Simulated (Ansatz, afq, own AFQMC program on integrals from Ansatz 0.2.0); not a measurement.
# WC+ (quartet): quantum Monte Carlo beside coupled cluster, def2-TZVP

Aim: compute WC+ (quartet) with auxiliary-field quantum Monte Carlo on the same integrals as coupled cluster, and set the energies side by side.

Method: def2-TZVP, frozen cores; program: Ansatz 0.2.0, Gaussian basis, and an in-house AFQMC program (afq) on its integrals; all values are calculated.

To be run: PBE (unrestricted); r2SCAN (unrestricted); PBE0 (unrestricted); B3LYP (unrestricted); CCSD(T) on UHF; wB97M-V (unrestricted); B2PLYP (unrestricted); CCSDT(Q) on UHF; Phaseless AFQMC, CISD trial on UHF.

## 1. The geometry

The geometry is a PBE0/def2-TZVP stationary point (not a proven minimum) of the parent state, kept for this charge and spin. No spin-orbit coupling is included. Elements past krypton take def2 core potentials.

2 atoms, charge 1, spin multiplicity 4.

Atoms are counted from 1 here; the program's logs count them from 0.

Bond lengths: W1–C2 1.699 Å.

## 2. PBE (unrestricted)

File in.yaml:

```yaml
crystal:
  periodic: [false, false, false]
  atoms:
    - {symbol: W, position_ang: [0.000000, 0.000000, 0.000000]}
    - {symbol: C, position_ang: [0.000000, 0.000000, 1.698800]}
basis:
  gaussian: {orbitals: def2-TZVP}
total_charge: 1
magnetization: {spin_polarized: true, initial_magnetization: 3}
hamiltonian: {xc: {name: PBE}}
output: {orbitals: {seedname: orbitals}}
```

On the command line:

```
$ ansatz run in.yaml --threads 1 --pin off --events-out ev --progress --plain --max-ram 5632MiB --backend cpu
```

Output:

```text
Functional definition: PBE
  name "PBE"
  cite "Perdew, Burke & Ernzerhof, Phys. Rev. Lett. 77, 3865 (1996) doi:10.1103/PhysRevLett.77.3865"
  parent pbe
  parameter kappa = 0.804
  parameter beta = 0.06672455060314922
  exchange = pbe_x(kappa = kappa, mu = beta*pi^2/3)
  correlation = pbe_c(beta = beta)
504 factors; their error is unknown
mean field evaluation 1: about -2830.6191 eV, gradient 6.3e1 eV
mean field evaluation 2: about -2702.2589 eV, gradient 1.3e2 eV
mean field evaluation 4: about -2839.0336 eV, gradient 4.2e1 eV
mean field evaluation 8: about -2847.8237 eV, gradient 1.0e0 eV
mean field evaluation 16: about -2847.8259 eV, gradient 6.9e-5 eV
mean field evaluation 32: about -2847.8205 eV, gradient 8.9e-2 eV
mean field evaluation 64: about -2847.0968 eV, gradient 1.3e-6 eV
mean field evaluation 96: about -2847.1357 eV, gradient 6.9e-1 eV
mean field evaluation 128: about -2847.6346 eV, gradient 4.9e0 eV
mean field evaluation 160: about -2847.0862 eV, gradient 1.3e0 eV
mean field -2847.82590033 eV, -104.6556715114 hartree, gradient 5.0e-6 eV, S^2 3.760065; 15 other end points of the search recorded, 0 dependent functions left out
reference -2847.82594047 eV, -104.6556729864 hartree; 11, 8 occupied and 60, 63 virtual orbitals, 504 factors
Total energy: -2847.82594047 eV, -104.6556729864 hartree
```

It took 12 s on 1 thread of AMD EPYC 7R13 (Zen 3), shared host; peak memory 1.7 GiB.

From the report: ⟨S²⟩ of the determinant 3.760 (pure quartet: 3.75).

## 3. r2SCAN (unrestricted)

in.yaml: that of step 2 with these lines changed.

```diff
@@ -9,3 +9,2 @@
 magnetization: {spin_polarized: true, initial_magnetization: 3}
-hamiltonian: {xc: {name: PBE}}
-output: {orbitals: {seedname: orbitals}}
+hamiltonian: {xc: {name: r2SCAN}}
```

Launched as before.

Output, shortened:

```text
Functional definition: r2SCAN
  name "r2SCAN"
  cite "Furness, Kaplan, Ning, Perdew & Sun, J. Phys. Chem. Lett. 11, 8208 (2020) doi:10.1021/acs.jpclett.0c02405"
  cite "Furness, Kaplan, Ning, Perdew & Sun, J. Phys. Chem. Lett. 11, 9248 (2020) doi:10.1021/acs.jpclett.0c03077"
  parent r2scan
[...]
504 factors; their error is unknown
[...]
mean field -2848.52173092 eV, -104.6812428138 hartree, gradient 1.7e-6 eV, S^2 3.771609; 13 other end points of the search recorded, 0 dependent functions left out
reference -2848.52174613 eV, -104.6812433729 hartree; 11, 8 occupied and 60, 63 virtual orbitals, 504 factors
Total energy: -2848.52174613 eV, -104.6812433729 hartree
```

Run time: 21 s. Hardware: 1 thread of AMD EPYC 7R13 (Zen 3), shared host; peak memory 1.7 GiB.

From the report: ⟨S²⟩ of the determinant 3.772 (pure quartet: 3.75).

## 4. PBE0 (unrestricted)

in.yaml: that of step 3 with these lines changed.

```diff
@@ -9,2 +9,3 @@
 magnetization: {spin_polarized: true, initial_magnetization: 3}
-hamiltonian: {xc: {name: r2SCAN}}
+hamiltonian: {xc: {name: PBE0}}
+output: {orbitals: {seedname: orbitals}}
```

Launched as before.

Output:

```text
Functional definition: PBE0
  name "PBE0"
  cite "Adamo & Barone, J. Chem. Phys. 110, 6158 (1999) doi:10.1063/1.478522"
  cite "Perdew, Burke & Ernzerhof, Phys. Rev. Lett. 77, 3865 (1996) doi:10.1103/PhysRevLett.77.3865"
  parent pbe
  parameter a = 0.25
  parameter kappa = 0.804
  parameter beta = 0.06672455060314922
  exchange = (1 - a)*pbe_x(kappa = kappa, mu = beta*pi^2/3) + a*exact_x
  correlation = pbe_c(beta = beta)
580 factors; their error is unknown
mean field evaluation 1: about -2834.1635 eV, gradient 5.3e1 eV
mean field evaluation 2: about -2758.1220 eV, gradient 1.2e2 eV
mean field evaluation 4: about -2844.8301 eV, gradient 1.8e1 eV
mean field evaluation 8: about -2846.2759 eV, gradient 1.2e-1 eV
mean field evaluation 16: about -2846.2923 eV, gradient 1.0e-2 eV
mean field evaluation 32: about -2846.4390 eV, gradient 3.0e-5 eV
mean field -2846.43897931 eV, -104.6047031039 hartree, gradient 9.1e-6 eV, S^2 3.767876; 4 other end points of the search recorded, 0 dependent functions left out
reference -2846.43900928 eV, -104.6047042053 hartree; 11, 8 occupied and 60, 63 virtual orbitals, 580 factors
Total energy: -2846.43900928 eV, -104.6047042053 hartree
```

Run time: 4.5 s. Hardware: 1 thread of AMD EPYC 7R13 (Zen 3), shared host; peak memory 1.7 GiB.

From the report: ⟨S²⟩ of the determinant 3.768 (pure quartet: 3.75).

## 5. B3LYP (unrestricted)

in.yaml: that of step 4 with these lines changed.

```diff
@@ -9,3 +9,2 @@
 magnetization: {spin_polarized: true, initial_magnetization: 3}
-hamiltonian: {xc: {name: PBE0}}
-output: {orbitals: {seedname: orbitals}}
+hamiltonian: {xc: {name: B3LYP}}
```

Launched as before.

Output, shortened:

```text
Functional definition: B3LYP
  name "B3LYP"
  cite "Stephens, Devlin, Chabalowski & Frisch, J. Phys. Chem. 98, 11623 (1994) doi:10.1021/j100096a001"
  cite "Becke, Phys. Rev. A 38, 3098 (1988) doi:10.1103/PhysRevA.38.3098"
  cite "Lee, Yang & Parr, Phys. Rev. B 37, 785 (1988) doi:10.1103/PhysRevB.37.785"
  cite "Vosko, Wilk & Nusair, Can. J. Phys. 58, 1200 (1980) doi:10.1139/p80-159"
[...]
573 factors; their error is unknown
[...]
mean field -2848.64398747 eV, -104.6857356591 hartree, gradient 8.8e-6 eV, S^2 3.759571; 2 other end points of the search recorded, 0 dependent functions left out
reference -2848.64417664 eV, -104.6857426112 hartree; 11, 8 occupied and 60, 63 virtual orbitals, 573 factors
Total energy: -2848.64417664 eV, -104.6857426112 hartree
```

It took 3.3 s on 1 thread of AMD EPYC 7R13 (Zen 3), shared host; peak memory 1.7 GiB.

From the report: ⟨S²⟩ of the determinant 3.760 (pure quartet: 3.75).

## 6. CCSD(T) on UHF

in.yaml: that of step 5 with these lines changed.

```diff
@@ -9,2 +9,2 @@
 magnetization: {spin_polarized: true, initial_magnetization: 3}
-hamiltonian: {xc: {name: B3LYP}}
+correlation: {method: ccsd_t, electrons: outside_noble_gas, hamiltonian_folder: ham}
```

On the command line:

```
$ ansatz run in.yaml --threads 1 --pin off --events-out ev --progress --plain --max-ram 16896MiB --backend cuda --devices 0, --max-vram 18GiB
```

Output, shortened:

```text
Functional definition: HF
  name "HF"
  cite "Fock, Z. Phys. 61, 126 (1930) doi:10.1007/BF01340294"
  parent pbe
[...]
568 factors; integrals over basis functions are off by at most 8.8e-4 eV
[...]
mean field -2824.79261408 eV, -103.8092138541 hartree, gradient 4.2e-6 eV, S^2 4.333655; 35 other end points of the search recorded, 0 dependent functions left out
determinant -2824.79261408 eV, -103.8092138541 hartree, with singles and doubles -2831.60611085 eV, -104.0596052422 hartree
determinant -2824.71135219 eV, -103.8062275347 hartree, with singles and doubles -2830.81123936 eV, -104.0303942538 hartree
determinant -2824.66660516 eV, -103.8045831117 hartree, with singles and doubles -2831.47884254 eV, -104.0549282179 hartree
determinant -2823.67026789 eV, -103.7679683924 hartree, with singles and doubles -2829.60873582 eV, -103.9862030637 hartree
[...]
determinant -2821.48403157 eV, -103.6876256895 hartree, with singles and doubles -2828.18445048 eV, -103.9338615428 hartree
determinant -2824.79261408 eV, -103.8092138541 hartree, with singles and doubles -2831.59980628 eV, -104.0593735534 hartree
determinant -2824.66660516 eV, -103.8045831117 hartree, with singles and doubles -2831.48540762 eV, -104.0551694804 hartree
5 core orbitals not correlated: weight in the atoms' cores, before any rotation towards them, 0.992 or more for the frozen orbitals, at most 0.007 for the correlated occupied ones
reference -2824.79261408 eV, -103.8092138541 hartree; 6, 3 occupied and 60, 63 virtual orbitals, 568 factors
second order -5.73469145 eV of doubles, -0.00000000 eV of singles
cycle   1  -6.80718668 eV  change    5.5e-6 eV  update   6.5e-6
[...]
cycle   3  -6.80716749 eV  change    5.2e-6 eV  update   5.2e-6
perturbative correction -0.42972001 eV, -0.0157919192 hartree
Total energy: -2832.02950158 eV, -104.0751645644 hartree
```

It took 45 s on 1 × NVIDIA H100 80GB HBM3 with 1 thread of AMD EPYC 7R13 (Zen 3), shared host; peak host memory 1.7 GiB.

From the report: ⟨S²⟩ of the determinant 4.334 (pure quartet: 3.75); correlation -7.2369 eV; T1 0.096; largest double amplitude 0.07. The determinant is far from a pure spin state, so its energy mixes those of several spin states (harmless only where they are near-degenerate, as at dissociation).

This run also writes the integrals to the folder ham.

## 7. wB97M-V (unrestricted)

in.yaml: that of step 6 with these lines changed.

```diff
@@ -9,2 +9,3 @@
 magnetization: {spin_polarized: true, initial_magnetization: 3}
-correlation: {method: ccsd_t, electrons: outside_noble_gas, hamiltonian_folder: ham}
+hamiltonian: {xc: {name: wB97M-V}}
+output: {orbitals: {seedname: orbitals}}
```

On the command line:

```
$ ansatz run in.yaml --threads 1 --pin off --events-out ev --progress --plain --max-ram 5632MiB --backend cpu
```

Output, shortened:

```text
Functional definition: wB97M-V
  name "wB97M-V"
  cite "Mardirossian & Head-Gordon, J. Chem. Phys. 144, 214110 (2016) doi:10.1063/1.4952647"
  cite "Becke, J. Chem. Phys. 107, 8554 (1997) doi:10.1063/1.475007"
  cite "Vydrov & Van Voorhis, J. Chem. Phys. 133, 244103 (2010) doi:10.1063/1.3521275"
  # Of w^i u^j: cxij and so on, Table III.
[...]
  gx(w, u) = 1 - cx + cx01*u + cx10*w
  gss(w, u) = css00 + css04*u^4 + css10*w + css20*w^2 + css43*w^4*u^3
  gos(w, u) = cos00 + cos10*w + (cos20 + cos21*u)*w^2 + (cos60 + cos61*u)*w^6
[...]
      + integral(e_c_pw_mod_opposite_spin*gos(b97_w_opposite, b97_u_opposite)) + vv10(b, c)
548 factors; their error is unknown
114 factors; integrals over basis functions are off by at most 2.2e-5 eV
[...]
mean field -2844.94199383 eV, -104.5496899022 hartree, gradient 1.3e-5 eV, S^2 3.760611; 6 other end points of the search recorded, 0 dependent functions left out
reference -2844.94203229 eV, -104.5496913156 hartree; 11, 8 occupied and 60, 63 virtual orbitals, 548 factors
Total energy: -2844.94203229 eV, -104.5496913156 hartree
```

It took 23 s on 1 thread of AMD EPYC 7R13 (Zen 3), shared host; peak memory 1.7 GiB.

From the report: ⟨S²⟩ of the determinant 3.761 (pure quartet: 3.75).

## 8. B2PLYP (unrestricted)

in.yaml: that of step 7 with these lines changed.

```diff
@@ -9,3 +9,3 @@
 magnetization: {spin_polarized: true, initial_magnetization: 3}
-hamiltonian: {xc: {name: wB97M-V}}
-output: {orbitals: {seedname: orbitals}}
+hamiltonian: {xc: {name: B2PLYP}}
+correlation: {electrons: outside_noble_gas}
```

Same command.

Output, shortened:

```text
Functional definition: B2PLYP
  name "B2PLYP"
  cite "Grimme, J. Chem. Phys. 124, 034108 (2006) doi:10.1063/1.2148954"
  cite "Becke, Phys. Rev. A 38, 3098 (1988) doi:10.1103/PhysRevA.38.3098"
  cite "Lee, Yang & Parr, Phys. Rev. B 37, 785 (1988) doi:10.1103/PhysRevB.37.785"
[...]
568 factors; integrals over basis functions are off by at most 8.8e-4 eV
[...]
mean field -2839.38746906 eV, -104.3455648821 hartree, gradient 2.6e-6 eV, S^2 3.787742; 7 other end points of the search recorded, 0 dependent functions left out
5 core orbitals not correlated: weight in the atoms' cores, before any rotation towards them, 0.995 or more for the frozen orbitals, at most 0.004 for the correlated occupied ones
reference -2839.38758755 eV, -104.3455692363 hartree; 6, 3 occupied and 60, 63 virtual orbitals, 568 factors
second order -9.56163463 eV of doubles, -0.00000000 eV of singles
Total energy: -2841.96922890 eV, -104.4404428060 hartree
```

Wall time 8 s (1 thread of AMD EPYC 7R13 (Zen 3), shared host); peak memory 1.7 GiB.

From the report: ⟨S²⟩ of the determinant 3.788 (pure quartet: 3.75).

## 9. CCSDT(Q) on UHF

in.yaml: that of step 8 with these lines changed.

```diff
@@ -9,3 +9,2 @@
 magnetization: {spin_polarized: true, initial_magnetization: 3}
-hamiltonian: {xc: {name: B2PLYP}}
-correlation: {electrons: outside_noble_gas}
+correlation: {method: ccsdt_q, electrons: outside_noble_gas}
```

On the command line:

```
$ ansatz run in.yaml --threads 1 --pin off --events-out ev --progress --plain --max-ram 16896MiB --backend cuda --devices 0, --max-vram 18GiB
```

Output, shortened:

```text
Functional definition: HF
  name "HF"
  cite "Fock, Z. Phys. 61, 126 (1930) doi:10.1007/BF01340294"
  parent pbe
[...]
968 factors; integrals over basis functions are off by at most 1.4e-7 eV
[...]
mean field -2824.79263207 eV, -103.8092145154 hartree, gradient 4.2e-6 eV, S^2 4.333655; 35 other end points of the search recorded, 0 dependent functions left out
determinant -2824.79263207 eV, -103.8092145154 hartree, with singles and doubles -2831.60612784 eV, -104.0596058666 hartree
determinant -2824.71136838 eV, -103.8062281299 hartree, with singles and doubles -2830.81125333 eV, -104.0303947671 hartree
determinant -2824.66662326 eV, -103.8045837770 hartree, with singles and doubles -2831.47885673 eV, -104.0549287395 hartree
determinant -2823.67028487 eV, -103.7679690163 hartree, with singles and doubles -2829.60875200 eV, -103.9862036583 hartree
[...]
determinant -2821.48404981 eV, -103.6876263598 hartree, with singles and doubles -2828.18447146 eV, -103.9338623137 hartree
determinant -2824.79263207 eV, -103.8092145154 hartree, with singles and doubles -2831.59981831 eV, -104.0593739955 hartree
determinant -2824.66662326 eV, -103.8045837770 hartree, with singles and doubles -2831.48541782 eV, -104.0551698552 hartree
5 core orbitals not correlated: weight in the atoms' cores, before any rotation towards them, 0.992 or more for the frozen orbitals, at most 0.007 for the correlated occupied ones
reference -2824.79263207 eV, -103.8092145154 hartree; 6, 3 occupied and 60, 63 virtual orbitals, 968 factors
second order -5.73469284 eV of doubles, -0.00000000 eV of singles
cycle   1  -5.79281033 eV  change   -5.8e-2 eV  update   1.5e-1
[...]
cycle  27  -7.28552086 eV  change   -3.6e-7 eV  update   2.4e-7
perturbative correction -0.06530209 eV, -0.0023998075 hartree
Total energy: -2832.14345502 eV, -104.0793522763 hartree
```

Run time: 35 s. Hardware: 1 × NVIDIA H100 80GB HBM3 with 1 thread of AMD EPYC 7R13 (Zen 3), shared host; peak host memory 1.7 GiB.

From the report: ⟨S²⟩ of the determinant 4.334 (pure quartet: 3.75); correlation -7.3508 eV; T1 0.102; largest double amplitude 0.08. The determinant is far from a pure spin state, so its energy mixes those of several spin states (harmless only where they are near-degenerate, as at dissociation).

## 10. Phaseless AFQMC, CISD trial on UHF

It reads the integrals that the CCSD(T) run on this determinant wrote.

On the command line:

```
$ afq ham --method phaseless --trial cisd --walkers 3900 --populations 20 --least-time 60 --time-step 0.005 --steps-per-block 50 --equilibration-blocks 40 --max-blocks 4000 --target-error 0.00018 --factor-cut 1e-05 --start spin_pure --seed 3409 --release-times 0.24,0.51,0.99,1.62,2.4 --release-step 0.03 --release-every 3 --taylor-order 6
```

Output:

```text
orbitals 66  electrons 6 3  factors 517 of 568
reference energy -103.80921385 Eh
CCSD correlation -0.25015881 Eh in 17 cycles, weight of the determinant in the CISD state 0.7263
energy of the start -104.022333 Eh
 block  time / (1/Eh)  mean weight  energy / Eh
     1     0.250  1.0003  -104.040026
     2     0.500  1.0002  -104.050871
     3     0.750  1.0000  -104.059838
     4     1.000  0.9998  -104.064413
     5     1.250  0.9998  -104.067666
     6     1.500  1.0002  -104.070749
     7     1.750  1.0002  -104.073015
     8     2.000  1.0000  -104.074472
     9     2.250  0.9996  -104.074489
    10     2.500  0.9998  -104.074302
    13     3.250  1.0001  -104.076820
    16     4.000  0.9999  -104.078222
    19     4.750  1.0001  -104.077993
    22     5.500  1.0001  -104.076573
    25     6.250  0.9998  -104.074657
    28     7.000  0.9998  -104.078053
    31     7.750  0.9999  -104.077823
    34     8.500  0.9998  -104.081504
    37     9.250  1.0001  -104.079182
    40    10.000  0.9996  -104.080516
    43    10.750  1.0004  -104.078066
    46    11.500  0.9999  -104.077505
    49    12.250  0.9995  -104.078184
    52    13.000  0.9998  -104.078330
    55    13.750  0.9998  -104.076116
    58    14.500  1.0000  -104.077581
    61    15.250  1.0000  -104.077230
    64    16.000  1.0001  -104.077118
    67    16.750  1.0004  -104.075815
    70    17.500  1.0001  -104.076057
    73    18.250  0.9994  -104.074821
    76    19.000  1.0000  -104.077247
    79    19.750  1.0001  -104.075829
    82    20.500  1.0001  -104.075934
    85    21.250  1.0002  -104.076641
    88    22.000  1.0002  -104.075486
    91    22.750  0.9999  -104.075484
    94    23.500  0.9995  -104.072099
    97    24.250  0.9997  -104.074528
   100    25.000  0.9997  -104.075365
   103    25.750  1.0002  -104.074841
   106    26.500  1.0001  -104.078276
   109    27.250  1.0000  -104.074507
   112    28.000  1.0000  -104.076551
   115    28.750  1.0001  -104.076455
   118    29.500  0.9996  -104.075313
   121    30.250  0.9997  -104.075270
   124    31.000  1.0000  -104.075312
   127    31.750  1.0002  -104.075456
   130    32.500  0.9997  -104.073941
   133    33.250  0.9999  -104.075213
error from the spread of 20 populations
released: time / (1/Eh)  energy / Eh  error  mean overlap
  0.24  -104.076705  0.000332  0.9977
  0.51  -104.077105  0.000276  1.0000
  0.99  -104.078058  0.000271  0.9979
  1.62  -104.078841  0.000202  0.9942
  2.40  -104.078607  0.000347  0.9940
energy -104.075991 +/- 0.000360 Eh
```

Wall time 4.1 min (1 × NVIDIA H100 80GB HBM3 with 2 threads of AMD EPYC 7R13 (Zen 3), shared host); peak host memory 1.7 GiB.

Energy -2832.0520 ± 0.0098 eV. Caveats: constraint bias not in the error; error above the target.

## 11. All levels side by side

On the UHF determinant, counted from CCSDT(Q) (a yardstick, not exact):

| level | energy (eV) | from CCSDT(Q) (kcal/mol) | statistical error (kcal/mol) | time |
| --- | --- | --- | --- | --- |
| HF | -2824.7926 | +169.51 |  |  |
| MP2 | -2830.5273 | +37.27 |  |  |
| CCSD | -2831.5998 | +12.54 |  |  |
| CCSD(T) | -2832.0295 | +2.63 |  |  |
| CCSDT(Q) | -2832.1435 | 0.00 |  |  |
| Phaseless AFQMC, CISD trial, step 0.005, 3900 walkers | -2832.0520 | +2.11 | 0.23 | 4.1 min |

The functionals' totals stand on their own zeros and serve differences with other points: PBE -2847.826 eV; r2SCAN -2848.522 eV; PBE0 -2846.439 eV; B3LYP -2848.644 eV; wB97M-V -2844.942 eV; B2PLYP -2841.969 eV.

## 12. Summary of results

```
                                        quantity                  value
                    CCSD(T) on UHF from CCSDT(Q)         +2.63 kcal/mol
Phaseless AFQMC, CISD trial on UHF from CCSDT(Q)  +2.11 ± 0.23 kcal/mol
```

**Reading.** On UHF the phaseless walk with the CISD trial lies +2.11 kcal/mol from CCSDT(Q), 9 times its error bar. Error bars are statistical and leave out the constraint, the time step and what remains of the start. W carries a core potential, and spin-orbit coupling is left out.
